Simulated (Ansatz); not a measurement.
# AlCN: the cost of one run

Computed with Ansatz 0.2.0 (DFT PBE, scalar-relativistic, plane waves, PAW, unless a step's input says otherwise).

1 further run of the same task is left out (it didn't finish).

## (1) The structure to begin with

Symmetry: P-6m2, No. 187, hexagonal system. The conventional cell has a = 3.533 Å, b = 3.533 Å, c = 4.003 Å, α = 90.00°, β = 90.00°, γ = 120.00°. Al (site symmetry -6m2) is surrounded by 6 C at 2.86 Å and 6 N at 2.86 Å. C (site symmetry -6m2) is surrounded by 3 N at 2.04 Å and 6 Al at 2.86 Å. Around N (site symmetry -6m2) lie 3 C at 2.04 Å and 6 Al at 2.86 Å.

Coordinates:

```cif
data_structure
_symmetry_space_group_name_H-M 'P-6m2'
_symmetry_Int_Tables_number 187
_cell_length_a 3.5328
_cell_length_b 3.5328
_cell_length_c 4.0029
_cell_angle_alpha 90.000
_cell_angle_beta 90.000
_cell_angle_gamma 120.000
_cell_volume 43.26
loop_
_atom_site_label
_atom_site_type_symbol
_atom_site_symmetry_multiplicity
_atom_site_Wyckoff_symbol
_atom_site_fract_x
_atom_site_fract_y
_atom_site_fract_z
_atom_site_occupancy
Al1 Al 1 a 0.00000 0.00000 0.00000 1
C1 C 1 f 0.66667 0.33333 0.50000 1
N1 N 1 d 0.33333 0.66667 0.50000 1
```

A structure generator made this guess: species swapped into a database cell of SrGaSi (P-6m2, No. 187), with Al on the Sr sites, N on the Ga sites and C on the Si sites. Its size is a rough estimate.

## (2) Probe: one point on a coarse mesh

input.yaml reads:

```yaml
crystal:
  lattice:
    - [3.5327558, 0.0, 0.0]
    - [-1.7663779, 3.05945627, 0.0]
    - [0.0, 0.0, 4.0029127]
  atoms:
    - { symbol: Al, position: [0.0, 0.0, 0.0] }
    - { symbol: C, position: [0.66666667, 0.33333333, 0.5] }
    - { symbol: "N", position: [0.33333333, 0.66666667, 0.5] }
basis:
  ecutwfc: 420
kpoints:
  mp_grid: { grid: [6, 6, 4] }
hamiltonian:
  xc: pbe
scf:
  occupations: { method: gaussian, width: 0.1 }
  lower_state_search: "off"
output:
  forces: true
  stress: true
  eigenvalues: true
```

Started as:

```bash
$ ansatz run input.yaml --threads 1 --pin off --max-ram 2560MiB --backend cpu --events-out ev --progress --plain --runs-dir out
```

**Question.** How long does this run take on 1 thread of Arm Neoverse V1, shared host, and how much memory does it need?

About 1.4 s, with a peak of 0.27 GiB.
